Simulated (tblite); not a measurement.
# C5H9GeOP: the cost of one run

Programs: tblite 0.8.0 and PySCF 2.14.0, with density-fitted response routines of our own. Each step states its level of theory. These are calculated values for one molecule in the gas phase, unless marked as measured. Atoms are numbered from 0 throughout.

### 1 The starting structure

17 atoms, charge 0, multiplicity 1; geometry from: force field or distance geometry start.

Bonds of the start (Å): C0–C1 1.50, C1–O2 1.24, C1–C3 1.47, C3–C4 1.29, C4–Ge5 1.89, Ge5–P6 2.26, Ge5–C7 1.88, C7–C3 1.47, C0–H8 1.11, C0–H9 1.11, C0–H10 1.11, C4–H11 1.12, Ge5–H12 1.54, P6–H13 1.43, P6–H14 1.43, C7–H15 1.15, C7–H16 1.13.

### 2 Optimising the geometry with GFN2-xTB

Job settings and geometry (Å):

```
{"job": {"kind": "relax", "xc": "GFN2-xTB", "basis": "xTB"}, "charge": 0, "multiplicity": 1}
C     -2.796300     0.395400     0.458300
C     -1.863700     0.088400    -0.678300
O     -2.263700     0.120100    -1.848800
C     -0.470500    -0.254500    -0.345400
C      0.555200    -0.575500    -1.052300
Ge     1.894800    -0.851300     0.247300
P      3.511400     0.722100     0.087300
C      0.224500    -0.363400     0.950200
H     -2.781300    -0.449200     1.185900
H     -2.510100     1.338500     0.971700
H     -3.818600     0.538300     0.046500
H      0.640100    -0.664800    -2.168900
H      2.372400    -2.308400     0.433500
H      4.072700     1.149300     1.329700
H      3.291900     1.732600    -0.894500
H     -0.233200    -1.173500     1.630000
H      0.167500     0.568000     1.586500
```

On the command line:

```
$ OMP_NUM_THREADS=1 python probes_run.py task.json out
```

One launch serves the whole session: the jobs run in the order shown.

Q: Estimate the wall time of this first job on 1 thread of Arm Neoverse N1, shared host.

About 1.3 s.
